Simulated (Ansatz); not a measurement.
Crystal: NiMoIrPdW.

```xyz
10
Lattice="2.7708 0.0000 0.0000 -1.3854 2.3996 0.0000 0.0000 0.0000 22.0196" Properties=species:S:1:pos:R:3 pbc="T T T"
Ni    0.0000    1.5998   18.7345
Ni    1.3854    0.7999    3.2851
Mo    1.3854    0.7999   16.7479
Mo    0.0000    1.5998    5.2717
Pd    0.0000    1.5998    1.1734
Pd    1.3854    0.7999   20.8462
Ir    0.0000    1.5998   14.4948
Ir    1.3854    0.7999    7.5248
W     0.0000    1.5998    9.7807
W     1.3854    0.7999   12.2389
```

The cell was built by a generator and needn't be a form met in nature.

Base run:

| Item | Value |
| --- | --- |
| Program | Ansatz 0.2.0 |
| Functional | PBE |
| Potentials or basis | Ansatz PAW |
| Cutoff | 420 eV |
| Density cutoff | 1680 eV |
| k mesh | 11 × 11 × 2 |
| Occupations | fermi-dirac, width 0.05 eV |
| Spin | collinear spin, ferromagnetic start |
| Starting moments | [1.0, 1.0, 1.0, 1.0, 0.0, 0.0, 0.6, 0.6, 0.0, 0.0] μB |

Its results: band gap on the k mesh none (metal or under the smearing width); pressure 0.0 GPa; net moment 0.00 μB per cell; largest force 0.095 eV/Å.

Question: After a change of settings the same cell gave: band gap on the k mesh none (metal or under the smearing width); pressure 4.1 GPa; net moment 0.00 μB per cell; largest force 0.122 eV/Å. Which change was it?
A. potentials or basis from Ansatz PAW to JTH PAW; cutoff from 420 eV to 2400 eV; density cutoff from 1680 eV to 9600 eV; valence electrons from 162 to 158
B. functional from PBE to LDA
C. functional from PBE to RPBE
D. hubbard terms from none to Ir d U = 4 eV, Mo d U = 4 eV, Ni d U = 4 eV, Pd d U = 4 eV, W d U = 4 eV; hubbard projectors from none to ortho-atomic (the default)

Answer: C.

RPBE binds less tightly than PBE, so the same cell stands under more pressure.

Caveats: the potentials were made for another functional, which shifts forces and pressure (some runs); the PAW data sets come from PBE, with cores solved anew for the run's functional, which leaves a small shift of forces and pressure (some runs).

Not every run made on this cell is shown here.
